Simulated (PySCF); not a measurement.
# C5H7BGe: spin-spin couplings

Aim: predict the spin-spin couplings of C5H7BGe (`C#[C][GeH2][BH]C1=CC1`).

The runs use PySCF 2.14.0, with density-fitted response routines of our own; the level of theory stands in each step. All values are computed, except where a source is named. Atoms are numbered from 0 throughout.

## Step 1: Starting geometry

14 atoms, charge 0, multiplicity 1; geometry from: GFN2-xTB.

Bonds of the start (Å): C0–C1 1.20, C1–Ge2 1.90, Ge2–B3 2.02, B3–C4 1.48, C4–C5 1.31, C5–C6 1.47, C6–C4 1.55, C0–H7 1.05, Ge2–H8 1.51, Ge2–H9 1.51, B3–H10 1.17, C5–H11 1.06, C6–H12 1.08, C6–H13 1.09.

## Step 2: Indirect couplings: B3LYP/pcSseg-1+pcJ-1

Job settings and geometry (Å):

```
{"job": {"kind": "j", "xc": "B3LYP", "basis": "pcJ-1"}, "charge": 0, "multiplicity": 1}
C      2.052623     1.769888     0.965588
C      1.915011     0.687231     0.459633
Ge     1.621196    -1.026174    -0.318518
B     -0.316211    -1.600906    -0.354662
C     -1.349959    -0.581431    -0.051986
C     -2.321603     0.042454     0.576673
C     -1.745902     0.838713    -0.517428
H      2.187383     2.717736     1.404573
H      2.569639    -1.923878     0.435566
H      2.276916    -0.914592    -1.674103
H     -0.606435    -2.699199    -0.636934
H     -2.923216     0.102763     1.450120
H     -2.252497     0.896582    -1.473530
H     -1.107625     1.690340    -0.302092
```

Level: B3LYP/pcJ-1 Ge:pcSseg-1 indirect spin-spin coupling, non-relativistic, gas phase.

The run is started by

```sh
> OMP_NUM_THREADS=1 python probes_run.py task.json out
```

The driver reads the jobs from task.json and runs them one after another.

Standard output:

```text
coarse grid: 55800 points
cycle   1  E = -2296.1685005718  dE =  2.098e-01  |g| = 1.016e+00  |ddm| = 3.505e+00
cycle   2  E = -2296.1153292978  dE =  5.317e-02  |g| = 1.105e+00  |ddm| = 1.304e+00
cycle   3  E = -2296.2663937125  dE = -1.511e-01  |g| = 1.287e-01  |ddm| = 8.456e-01
cycle   4  E = -2296.2683443395  dE = -1.951e-03  |g| = 8.586e-02  |ddm| = 1.500e-01
cycle   5  E = -2296.2698910519  dE = -1.547e-03  |g| = 2.595e-02  |ddm| = 6.833e-02
cycle   6  E = -2296.2700757150  dE = -1.847e-04  |g| = 5.978e-03  |ddm| = 2.334e-02
cycle   7  E = -2296.2700835009  dE = -7.786e-06  |g| = 1.266e-03  |ddm| = 5.082e-03
final grid: 117896 points
cycle   8  E = -2296.2700780642  dE =  7.821e-07  |g| = 2.146e-03  |ddm| = 3.621e-03
cycle   9  E = -2296.2700741573  dE =  3.907e-06  |g| = 4.405e-03  |ddm| = 5.172e-03
cycle  10  E = -2296.2700792962  dE = -5.139e-06  |g| = 4.270e-04  |ddm| = 3.445e-03
cycle  11  E = -2296.2700793370  dE = -4.084e-08  |g| = 6.858e-05  |ddm| = 3.249e-04
cycle  12  E = -2296.2700793382  dE = -1.200e-09  |g| = 2.692e-05  |ddm| = 7.326e-05
cycle  13  E = -2296.2700793384  dE = -1.742e-10  |g| = 4.597e-06  |ddm| = 1.840e-05
converged SCF energy = -2296.2700793384

Indirect spin-spin couplings (Hz)
  i      j    bonds     total        FC       PSO       DSO        SD
  0 C    1 C    1    160.386   153.579     6.654     0.153         -
  0 C    3 B    3      1.511     1.582    -0.014    -0.092     0.036
  0 C    7 H    1    252.061   252.777    -1.173     0.457         -
  0 C    8 H    3      4.004     4.021     0.388    -0.405         -
  0 C    9 H    3      4.014     4.032     0.388    -0.406         -
  0 C   10 H    4      1.391     1.495     0.240    -0.344         -
  1 C    3 B    2      2.889     3.055    -0.026    -0.094    -0.046
  1 C    4 C    3      0.791     0.773    -0.031     0.049         -
  1 C    5 C    4     -0.250    -0.282     0.031     0.002         -
  1 C    6 C    4      0.259     0.209     0.003     0.048         -
  1 C    7 H    2     45.375    40.600     5.830    -1.055         -
  1 C    8 H    2      5.365     5.733     0.001    -0.369         -
  1 C    9 H    2      2.638     3.002    -0.001    -0.363         -
  1 C   10 H    3      8.912     9.204     0.189    -0.481         -
  1 C   11 H    5      0.160     0.140     0.083    -0.063         -
  3 B    4 C    1     93.222    95.646    -3.232     0.335     0.472
  3 B    5 C    2      1.206     1.509     0.091    -0.092    -0.300
  3 B    6 C    2     -0.323     0.340    -0.657    -0.021     0.015
  3 B    7 H    4     -0.955    -0.791     0.181    -0.342    -0.003
  3 B    8 H    2     10.715    11.518     0.053    -0.912     0.056
  3 B    9 H    2      7.359     8.063     0.083    -0.860     0.073
  3 B   10 H    1    144.716   145.145    -1.980     1.032     0.519
  3 B   11 H    3      1.039     0.872     0.455    -0.364     0.076
  3 B   12 H    3      0.310     0.129     0.173    -0.138     0.146
  3 B   13 H    3     -0.730    -0.538    -0.006    -0.153    -0.033
  4 C    5 C    1     59.587    66.086    -6.679     0.179         -
  4 C    6 C    1     -1.658    -1.722    -0.111     0.175         -
  4 C    8 H    3      3.909     4.303     0.127    -0.521         -
  4 C    9 H    3      0.326     0.650     0.053    -0.377         -
  4 C   10 H    2      0.638     1.071    -0.488     0.054         -
  4 C   11 H    2      6.773     7.314     0.241    -0.782         -
  4 C   12 H    2      1.055     0.996     0.285    -0.226         -
  4 C   13 H    2     -0.062    -0.227     0.423    -0.258         -
  5 C    6 C    1     17.099    19.743    -2.799     0.155         -
  5 C    8 H    4      2.615     2.798     0.196    -0.379         -
  5 C    9 H    4      1.129     1.323     0.206    -0.401         -
  5 C   10 H    3      5.037     4.971     0.294    -0.227         -
  5 C   11 H    1    246.277   246.928    -1.405     0.754         -
  5 C   12 H    2     -0.044     0.373    -0.001    -0.416         -
  5 C   13 H    2     -3.196    -3.061     0.246    -0.381         -
  6 C    8 H    4      1.107     1.428     0.174    -0.495         -
  6 C    9 H    4     -1.281    -1.159     0.033    -0.155         -
  6 C   10 H    3      1.048     1.184     0.108    -0.244         -
  6 C   11 H    2      3.015     3.148     0.529    -0.662         -
  6 C   12 H    1    187.103   185.981     0.351     0.771         -
  6 C   13 H    1    172.408   171.297     0.313     0.799         -
  7 H    8 H    4     -2.417    -2.018     0.982    -1.380         -
  7 H    9 H    4     -2.640    -2.239     0.981    -1.382         -
  7 H   10 H    5     -0.273     0.054     0.789    -1.116         -
  8 H    9 H    2    -11.027    -8.557     0.858    -3.329         -
  8 H   10 H    3     -1.498    -0.863     0.350    -0.984         -
  8 H   11 H    5      1.179     1.681     0.575    -1.078         -
  8 H   12 H    5     -1.679    -0.645     0.811    -1.845         -
  8 H   13 H    5     -1.928    -0.644     0.583    -1.868         -
  9 H   10 H    3     -4.180    -3.314     0.519    -1.385         -
  9 H   11 H    5     -2.448    -1.794     0.832    -1.485         -
  9 H   12 H    5      3.340     3.510     0.202    -0.371         -
  9 H   13 H    5      1.079     1.512     0.071    -0.504         -
 10 H   11 H    4     -2.775    -2.853     0.973    -0.896         -
 10 H   12 H    4      0.929     0.878     0.623    -0.572         -
 10 H   13 H    4      1.202     1.290     1.175    -1.263         -
 11 H   12 H    3      0.964     1.082     2.203    -2.321         -
 11 H   13 H    3      0.652     0.684     1.725    -1.758         -
 12 H   13 H    2      5.553     5.277     3.179    -2.903         -
```

Run time: 2.6 min. Hardware: 1 thread of Intel Xeon at 2.50GHz, shared host; peak memory 1.1 GiB.

Couplings of 1 Hz or more, nine at most for each number of bonds, with means over like pairs (isotopes 11B, 13C, 1H):

```csv
pair,bonds,J (Hz),Fermi contact (Hz),dihedral (°)
C0–H7,1,252.1,252.8,–
C5–H11,1,246.3,246.9,–
C6–H12,1,179.8,178.6,–
C0–C1,1,160.4,153.6,–
B3–H10,1,144.7,145.1,–
B3–C4,1,93.2,95.6,–
C4–C5,1,59.6,66.1,–
C5–C6,1,17.1,19.7,–
C4–C6,1,-1.7,-1.7,–
C1–H7,2,45.4,40.6,–
H8–H9,2,-11.0,-8.6,–
B3–H8,2,9.0,9.8,–
C4–H11,2,6.8,7.3,–
H12–H13,2,5.6,5.3,–
C1–H8,2,4.0,4.4,–
C6–H11,2,3.0,3.1,–
C1–B3,2,2.9,3.1,–
C5–H12,2,-1.6,-1.3,–
C1–H10,3,8.9,9.2,-170
C5–H10,3,5.0,5.0,68
C0–H8,3,4.0,4.0,–
H8–H10,3,-2.8,-2.1,–
C4–H8,3,2.1,2.5,–
C0–B3,3,1.5,1.6,–
C6–H10,3,1.0,1.2,-126
B3–H11,3,1.0,0.9,8
H10–H11,4,-2.8,-2.9,–
H7–H8,4,-2.5,-2.1,–
C5–H8,4,1.9,2.1,–
C0–H10,4,1.4,1.5,–
H10–H12,4,1.1,1.1,–
```

The spin-dipole term was solved for some atoms only; pairs without it lack that part.

The response was solved for the nuclei of B, C, H alone, so couplings that need other nuclei can be missing.

Quadrupole couplings from the field gradients of the same density:

| atom | isotope | eQq/h (MHz) | η |
| --- | --- | --- | --- |
| Ge2 | 73Ge | -49.2 | 0.78 |
| B3 | 11B | 5.077 | 0.15 |

## Step 3: Outcome

```
                                            quantity                    value
largest coupling of the table (B3LYP/pcSseg-1+pcJ-1)  1J(C,H) C0–H7, 252.1 Hz
```

In the run at B3LYP/pcSseg-1+pcJ-1, the largest coupling of the table is C0–H7, 252.1 Hz, of which the Fermi-contact term gives 252.8 Hz. Couplings across rotatable bonds belong to this one conformer; where others are populated, the observed values are averages. Spin-orbit coupling is left out, which matters for shieldings and couplings at and beside the heavy atoms.
